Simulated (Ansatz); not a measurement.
**F− with N2: structure and interaction energy**

An exercise on one series of results from a longer session: the logs are not shown, and one member is left open.

Method: PBE0-D4 structure, single points in def2-TZVPPD; program: Ansatz 0.2.0, Gaussian basis.

Levels: PBE-D4, revPBE-D4, BLYP-D4, r2SCAN-D4, B97M-V, PBE0-D4, B3LYP-D4, HSE06-D4, wB97X-V, wB97M-V, B2PLYP, Hartree-Fock, MP2, CCSD, CCSD(T). The reference is CCSD(T) extrapolated to the basis limit.

Cores are frozen in the correlated methods. B3LYP uses VWN-RPA correlation. B2PLYP carries no dispersion term here.

163 further runs of the same task are left out: 163 set aside as unsound or not needed.

### The starting structure

The pair, from a GFN2-xTB docking trial: 3 atoms, charge -1, spin multiplicity 1.

Atoms are counted from 1 here; the program's logs count them from 0.

Bond lengths: N2–N3 1.126 Å.

Geometry (Å):

```xyz
3

F    -0.0059   -0.0319   -1.5085
N     0.0840    0.4578    0.4146
N    -0.0781   -0.4258    1.0939
```

Atoms 1 to 1 are fragment A (F−), the rest fragment B (N2).

The first run:

Contents of pre/in.yaml:

```yaml
crystal:
  periodic: [false, false, false]
  atoms:
    - {symbol: F, position_ang: [-0.005900, -0.031900, -1.508500]}
    - {symbol: N, position_ang: [0.084000, 0.457800, 0.414600]}
    - {symbol: N, position_ang: [-0.078100, -0.425800, 1.093900]}
basis:
  gaussian: {orbitals: def2-SVPD}
total_charge: -1
hamiltonian: {xc: pbe, dispersion: d4}
relax: {f_tol: 0.03, max_steps: 250}
```

Started as:

```bash
$ ansatz run in.yaml --threads 2 --pin off --events-out ev --progress --plain --max-ram 5222MiB
```

Steps of the session up to this table: A first relaxation in a small basis; Relaxation at PBE0-D4; wB97X-V/def2-TZVPPD; wB97M-V/def2-TZVPPD; B2PLYP/def2-TZVPPD; B97M-V/def2-TZVPPD; CCSD(T)/def2-TZVPPD; Vibrations of the pair.

One table of the session follows, with a row left open; its other results are not shown here.

| method | interaction (kcal/mol) |
| --- | --- |
| PBE-D4 | -5.38 |
| revPBE-D4 | -4.55 |
| BLYP-D4 | -4.69 |
| r2SCAN-D4 | -5.36 |
| B97M-V | -4.82 |
| PBE0-D4 | -4.16 |
| B3LYP-D4 | -4.06 |
| HSE06-D4 | -4.21 |
| wB97X-V | -3.57 |
| wB97M-V | ? |
| B2PLYP | -3.09 |
| Hartree-Fock | -1.56 |
| MP2 | -2.69 |
| CCSD | -2.64 |
| CCSD(T) | -2.91 |
| CCSD(T)/CBS | -3.34 |

Estimate the missing values for wB97M-V.

**Answer.** interaction (kcal/mol): -3.59. In the column «interaction (kcal/mol)» it lies between B3LYP-D4 (-4.06) and wB97X-V (-3.57).
